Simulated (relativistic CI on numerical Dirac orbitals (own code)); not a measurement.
**Li: one ion under different settings**

Aim: see what numerical and physical settings do to the SCF, the total energy and the lowest levels of Li.

Method: Dirac-Coulomb-Breit CI, KLI orbitals optimised for each configuration, model QED (radiative potential, 1s self-energy scaled to tabulated hydrogen-like ionisation energies), numerical settings as typed. Code: relativistic CI on numerical Dirac orbitals (own code) version 3.

### 1 The atom as given

```
ion            : Li (Li I)
nuclear charge : 3
electrons      : 3
isotope        : A = 7
```

### 2 Usual settings

Settings of the run:

```ini
atom Li  Z=3  charge=0  electrons=3
nucleus A=7  rms_radius_fm=2.4440
hamiltonian dirac-coulomb  breit=on  qed=on  c_scale=1
orbitals kli  potential=per-configuration
slater_scale 1
correlation none
mixing on
grid step=0.0125 r_max=102.8
scf mixing=0.4 start=green max_iterations=150 tolerance=2e-08 node_fill=0.05
configurations
  [He] 2s
  [He] 2p
  [He] 3s
end
```

On the command line:

```console
$ python run_levels.py task.json out
```

The settings of every run stand in task.json; they run in order.

### 3 Iteration limit 20

Changes to the settings of step 2:

```diff
@@ -8,3 +8,3 @@
 grid step=0.0125 r_max=102.8
-scf mixing=0.4 start=green max_iterations=150 tolerance=2e-08 node_fill=0.05
+scf mixing=0.4 start=green max_iterations=20 tolerance=2e-08 node_fill=0.05
 configurations
```

### 4 Grid step 0.02

Changes to the settings of step 3:

```diff
@@ -7,4 +7,4 @@
 mixing on
-grid step=0.0125 r_max=102.8
-scf mixing=0.4 start=green max_iterations=20 tolerance=2e-08 node_fill=0.05
+grid step=0.02 r_max=102.8
+scf mixing=0.4 start=green max_iterations=150 tolerance=2e-08 node_fill=0.05
 configurations
```

### 5 Speed-of-light factor 10, QED terms off

Settings of the run:

```ini
atom Li  Z=3  charge=0  electrons=3
nucleus A=7  rms_radius_fm=2.4440
hamiltonian dirac-coulomb  breit=on  qed=off  c_scale=10
orbitals kli  potential=per-configuration
slater_scale 1
correlation none
mixing on
grid step=0.0125 r_max=102.8
scf mixing=0.4 start=green max_iterations=150 tolerance=2e-08 node_fill=0.05
configurations
  [He] 2s
  [He] 2p
  [He] 3s
end
```

### 6 Slater scale 1.2

Changes to the settings of step 5:

```diff
@@ -2,5 +2,5 @@
 nucleus A=7  rms_radius_fm=2.4440
-hamiltonian dirac-coulomb  breit=on  qed=off  c_scale=10
+hamiltonian dirac-coulomb  breit=on  qed=on  c_scale=1
 orbitals kli  potential=per-configuration
-slater_scale 1
+slater_scale 1.2
 correlation none
```

### 7 Speed-of-light factor 0.2

Settings of the run:

```ini
atom Li  Z=3  charge=0  electrons=3
nucleus A=7  rms_radius_fm=2.4440
hamiltonian dirac-coulomb  breit=on  qed=on  c_scale=0.2
orbitals kli  potential=per-configuration
slater_scale 1
correlation none
mixing on
grid step=0.0125 r_max=102.8
scf mixing=0.4 start=green max_iterations=75 tolerance=2e-08 node_fill=0.05
configurations
  [He] 2s
  [He] 2p
  [He] 3s
end
```

(Steps that only read results are left out.)

**Question.** What will these runs give? Wanted: lowest level, usual settings; total energy; first excitation.

As calculated:

| setting | total energy less usual (Ha) | largest shift of a level among the lowest eight of both runs, same label and place (cm⁻¹) | SCF iterations | time | lowest level | kind of change |
| --- | --- | --- | --- | --- | --- | --- |
| usual | 0 | 0 | 25 | 0.062 s | 2s 2S1/2 | - |
| iteration limit 20 | 0 | 0 | 25 | 0.084 s | 2s 2S1/2 | numerical |
| grid step 0.02 | 3.32e-07 | 0 | 25 | 0.056 s | 2s 2S1/2 | numerical |
| speed-of-light factor 10, QED terms off | 0.000423 | 2.32 | 25 | 0.026 s | 2s 2S1/2 | unphysical constant |
| Slater scale 1.2 | 0 | 0 | 25 | 0.059 s | 2s 2S1/2 | model term |
| speed-of-light factor 0.2 | -0.0131 | 64.7 | 25 | 0.067 s | 2s 2S1/2 | unsound |

| quantity | value |
| --- | --- |
| lowest level, usual settings | 2s 2S1/2 |
| total energy | -7.4327 Ha |
| first excitation | 14861.5 cm⁻¹ |

Among the runs whose levels can be followed, they move most under «speed-of-light factor 0.2» (unsound), by up to 64.7 cm⁻¹. No visible change in the result comes from «iteration limit 20» or «grid step 0.02» or «Slater scale 1.2». Only the listed configurations are in the model. Near neutrality, missing correlation can shift configurations against each other by thousands of cm⁻¹.
